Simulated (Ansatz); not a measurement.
**AlFH₄Sn (SMILES [F][AlH][SnH3]): functionals against CCSD(T) at one geometry**

One table from this session's results is given with a row withheld; the runs are named, their logs left out.

Program: Ansatz 0.2.0, Gaussian basis. Level of theory: single points in def2-TZVPP. These are calculated values, not measurements.

Cores are frozen in the correlated methods. Filled d shells of the heavier atoms are correlated. Core potentials replace the inner electrons past krypton, and spin-orbit coupling is left out. B3LYP uses VWN-RPA correlation.

## The system as given

SMILES `[F][AlH][SnH3]`, 7 atoms, charge 0, spin multiplicity 1.

Atoms are counted from 1 here; the program's logs count them from 0.

Bond lengths: F1–Al2 1.669 Å, Al2–Sn3 2.606 Å, Al2–H4 1.399 Å, Sn3–H5 1.630 Å, Sn3–H6 1.711 Å, Sn3–H7 1.708 Å. Angles: F1–Al2–Sn3 116.5°, F1–Al2–H4 116.9°, Sn3–Al2–H4 126.6°, Al2–Sn3–H5 117.6°, Al2–Sn3–H6 115.1°, Al2–Sn3–H7 118.1°, H5–Sn3–H6 106.7°, H5–Sn3–H7 98.7°, H6–Sn3–H7 97.7°.

Geometry (Å):

```
F    -0.7355   -2.1298    1.5801
Al   -0.5948   -1.4967    0.0428
Sn    0.3103    0.9408   -0.1323
H    -0.9563   -2.3303   -1.0204
H    -0.2375    1.8649   -1.3584
H     0.1581    1.8759    1.2928
H     1.9874    1.1616   -0.3718
```

The first run:

run/in.yaml reads:

```yaml
crystal:
  periodic: [false, false, false]
  atoms:
    - {symbol: F, position_ang: [-0.735500, -2.129800, 1.580100]}
    - {symbol: Al, position_ang: [-0.594800, -1.496700, 0.042800]}
    - {symbol: Sn, position_ang: [0.310300, 0.940800, -0.132300]}
    - {symbol: H, position_ang: [-0.956300, -2.330300, -1.020400]}
    - {symbol: H, position_ang: [-0.237500, 1.864900, -1.358400]}
    - {symbol: H, position_ang: [0.158100, 1.875900, 1.292800]}
    - {symbol: H, position_ang: [1.987400, 1.161600, -0.371800]}
basis:
  gaussian: {orbitals: def2-TZVPP}
correlation: {method: ccsd_t}
output: {forces: true}
```

No record of the launch command was kept for these runs.

Among the steps run: CCSD(T)/def2-TZVPP; PBE0-D4/def2-TZVPP; wB97M-V/def2-TZVPP; r2SCAN-D4/def2-TZVPP; PBE-D4/def2-TZVPP; B3LYP-D4/def2-TZVPP; SPW92/def2-TZVPP.

One table of the session follows, with a row left open; its other results are not shown here.

```
   method  RMS force component (eV/Å)  angle to CCSD(T) forces (°)  dipole (D)
  CCSD(T)                       1.160                    reference        1.63
  PBE0-D4                       1.179                          2.9        1.64
  wB97M-V                       1.122                          2.3        1.69
r2SCAN-D4                       1.167                          3.3        1.58
   PBE-D4                           ?                            ?           ?
 B3LYP-D4                       1.130                          4.8        1.67
    SPW92                       1.209                          6.6        1.55
```

Estimate the missing values for PBE-D4.

The run gave: RMS force component (eV/Å): 1.165; angle to CCSD(T) forces (°): 9.5; dipole (D): 1.54. In the column «RMS force component (eV/Å)» it lies between CCSD(T) (1.160) and r2SCAN-D4 (1.167).
